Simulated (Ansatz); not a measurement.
# BN (zincblende type): the cost of one run

Method: DFT r²SCAN, with the methods named in each step, in Ansatz 0.2.0.

**1. The system as given**

It takes space group F-43m (No. 216, cubic). The conventional cell has a = 4.309 Å, b = 4.309 Å, c = 4.309 Å, α = 90.00°, β = 90.00°, γ = 90.00°. B (site symmetry -43m) is surrounded by 4 N at 1.87 Å. Around N (site symmetry -43m) lie 4 B at 1.87 Å.

Structure file:

```cif
data_structure
_symmetry_space_group_name_H-M 'F-43m'
_symmetry_Int_Tables_number 216
_cell_length_a 4.3089
_cell_length_b 4.3089
_cell_length_c 4.3089
_cell_angle_alpha 90.000
_cell_angle_beta 90.000
_cell_angle_gamma 90.000
_cell_volume 80.00
loop_
_atom_site_label
_atom_site_type_symbol
_atom_site_symmetry_multiplicity
_atom_site_Wyckoff_symbol
_atom_site_fract_x
_atom_site_fract_y
_atom_site_fract_z
_atom_site_occupancy
B1 B 4 a 0.00000 0.00000 0.00000 1
N1 N 4 d 0.25000 0.25000 0.75000 1
```

The file gives the conventional cell by its symmetry; the runs use the cell typed in the input.

Whether this phase is the stable one at these pressures isn't tested.

Atoms are numbered in the order of the input: B1, N2.

**2. Cell relaxed at zero pressure, PAW**

File input.yaml:

```yaml
crystal:
  lattice:
    - [0.0, 2.15443469, 2.15443469]
    - [2.15443469, 0.0, 2.15443469]
    - [2.15443469, 2.15443469, 0.0]
  atoms:
    - { symbol: B, position: [0.0, 0.0, 0.0] }
    - { symbol: "N", position: [0.25, 0.25, 0.25] }
kpoints:
  mp_grid: { grid: [15, 15, 15] }
scf:
  occupations: { method: fermi_dirac, width: 0.08 }
hamiltonian:
  xc: r2scan
  pseudopotentials: { kind: paw }
output:
  forces: true
  stress: true
relax:
  f_tol: 0.005
  max_steps: 40
  cell: {}
```

Run with:

```
ansatz run input.yaml --threads 1 --pin off --max-ram 2048MiB --backend cpu --events-out ev --progress --plain --runs-dir out
```

Q: Estimate wall time and peak memory on 1 thread of Intel Xeon at 2.50GHz (Skylake/Cascade Lake), shared host.

About 54 s, with a peak of 0.4 GiB.
